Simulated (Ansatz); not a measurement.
# SnH3F (SMILES [F][SnH3]) at CAM-B3LYP/def2-TZVP (core potential)

Aim: the vertical ionisation energy of SnH3F at CAM-B3LYP/def2-TZVP (core potential), from 2 runs. 

The calculation is run with Ansatz 0.2.0.

28 further runs of the same task are left out: 28 set aside as unsound or not needed. Runs told in other sessions of the task aren't counted.

## Step 1: The molecule

SnH3F has 5 atoms, charge 0, and is taken as a singlet. As SMILES, `[F][SnH3]`. The coordinates come from a PBE0-D4/def2-TZVP relaxation.

Bond lengths: F1–Sn2 1.926 Å, Sn2–H3 1.701 Å, Sn2–H4 1.701 Å, Sn2–H5 1.701 Å. Angles: F1–Sn2–H3 104.7°, F1–Sn2–H4 104.7°, F1–Sn2–H5 104.7°, H3–Sn2–H4 113.8°, H3–Sn2–H5 113.8°, H4–Sn2–H5 113.8°.

## Step 2: A single-point energy at CAM-B3LYP/def2-TZVP (core potential)

Contents of input.yaml:

```yaml
crystal:
  periodic: [false, false, false]
  atoms:
    - {symbol: F, position_ang: [-1.285000, 0.718300, 1.005000]}
    - {symbol: Sn, position_ang: [0.100400, -0.065900, -0.079000]}
    - {symbol: H, position_ang: [-0.528400, -0.054800, -1.659100]}
    - {symbol: H, position_ang: [0.318900, -1.626500, 0.560600]}
    - {symbol: H, position_ang: [1.444100, 0.955200, 0.131000]}
basis:
  gaussian: {orbitals: def2-TZVP}
hamiltonian: {xc: {name: CAM-B3LYP}}
accuracy: high
output: {orbitals: {seedname: orbitals}}
```

The run is started by

```console
$ ansatz run input.yaml --threads 1 --pin off --max-ram 2610MiB --events-out events.jsonl --progress --plain --runs-dir runs
```

The program printed:

```text
Warning: RAYON_NUM_THREADS=1 ignored (pool sized by the plan → 1); use --threads N
Functional definition: CAM-B3LYP
  name "CAM-B3LYP"
  parameter alpha = 0.19
  parameter beta = 0.46
  parameter omega = 0.33/bohr
  parameter ac = 0.81
  exchange = (1 - alpha - beta)*b88_x + beta*b88_x_sr(omega) + alpha*exact_x + beta*exact_x_lr(omega)
  correlation = (1 - ac)*vwn5_c + ac*lyp_c
1858 factors; integrals over basis functions are off by at most 4.0e-9 eV
359 factors; integrals over basis functions are off by at most 2.3e-9 eV
mean field evaluation 1: about -8595.2507 eV, gradient 4.0e1 eV
mean field evaluation 2: about -8591.4446 eV, gradient 6.7e1 eV
mean field evaluation 4: about -8597.6158 eV, gradient 1.0e0 eV
mean field evaluation 8: about -8597.6611 eV, gradient 3.1e-2 eV
mean field evaluation 16: about -8597.6611 eV, gradient 5.3e-6 eV
mean field -8597.66107536 eV, -315.9582168154 hartree, gradient 6.6e-8 eV, S^2 0.000000; 0 other end points of the search recorded, 0 dependent functions left out
reference -8597.66109414 eV, -315.9582175056 hartree; 17, 17 occupied and 82, 82 virtual orbitals, 1858 factors
Total energy: -8597.66109414 eV, -315.9582175056 hartree
```

Wall time 3.3 s (1 thread of AMD EPYC 9R45 (Zen 5), shared host); peak memory 0.33 GiB.

## Step 3: The doublet cation, same level

Contents of job.yaml:

```yaml
crystal:
  periodic: [false, false, false]
  atoms:
    - symbol: F
      position_ang: [-1.285000, 0.718300, 1.005000]
    - symbol: Sn
      position_ang: [0.100400, -0.065900, -0.079000]
    - symbol: H
      position_ang: [-0.528400, -0.054800, -1.659100]
    - symbol: H
      position_ang: [0.318900, -1.626500, 0.560600]
    - symbol: H
      position_ang: [1.444100, 0.955200, 0.131000]
basis:
  gaussian:
    orbitals: def2-TZVP
total_charge: 1
magnetization:
  spin_polarized: true
  initial_magnetization: 1
hamiltonian:
  xc: {name: CAM-B3LYP}
accuracy: high
output: {orbitals: {seedname: orbitals}}
```

The run is started by

```console
$ ansatz run job.yaml --threads 1 --pin off --max-ram 2610MiB --events-out events.jsonl --progress --plain --runs-dir runs
```

The program printed (excerpt; [...] marks lines left out):

```text
Warning: RAYON_NUM_THREADS=1 ignored (pool sized by the plan → 1); use --threads N
[... 2 set-up lines as earlier in the session ...]
[...]
1858 factors; integrals over basis functions are off by at most 4.0e-9 eV
359 factors; integrals over basis functions are off by at most 2.3e-9 eV
[...]
mean field -8585.69155083 eV, -315.5183449024 hartree, gradient 2.9e-8 eV, S^2 0.777870; 4 other end points of the search recorded, 0 dependent functions left out
reference -8585.69156941 eV, -315.5183455849 hartree; 17, 16 occupied and 82, 83 virtual orbitals, 1858 factors
Total energy: -8585.69156941 eV, -315.5183455849 hartree
```

Wall time 20 s (1 thread of AMD EPYC 9R45 (Zen 5), shared host); peak memory 0.45 GiB.

## Step 4: Summary of results

At CAM-B3LYP/def2-TZVP (core potential):

```
                                          quantity          value
                       singlet SnH3F: total energy  -315.95822 Eh
                        singlet SnH3F: HOMO energy      -10.79 eV
                        singlet SnH3F: LUMO energy        0.01 eV
                      singlet SnH3F: HOMO–LUMO gap       10.79 eV
                      doublet cation: total energy  -315.51835 Eh
doublet cation: HOMO energy (highest over α and β)      -17.08 eV
 doublet cation: LUMO energy (lowest over α and β)      -13.14 eV
                              doublet cation: ⟨S²⟩          0.778
vertical ionisation energy (to the doublet cation)      11.970 eV
```

The vertical ionisation energy comes to 11.97 eV (276 kcal/mol). The negative HOMO energy of the first species, 10.79 eV, lies 1.18 eV below that difference.
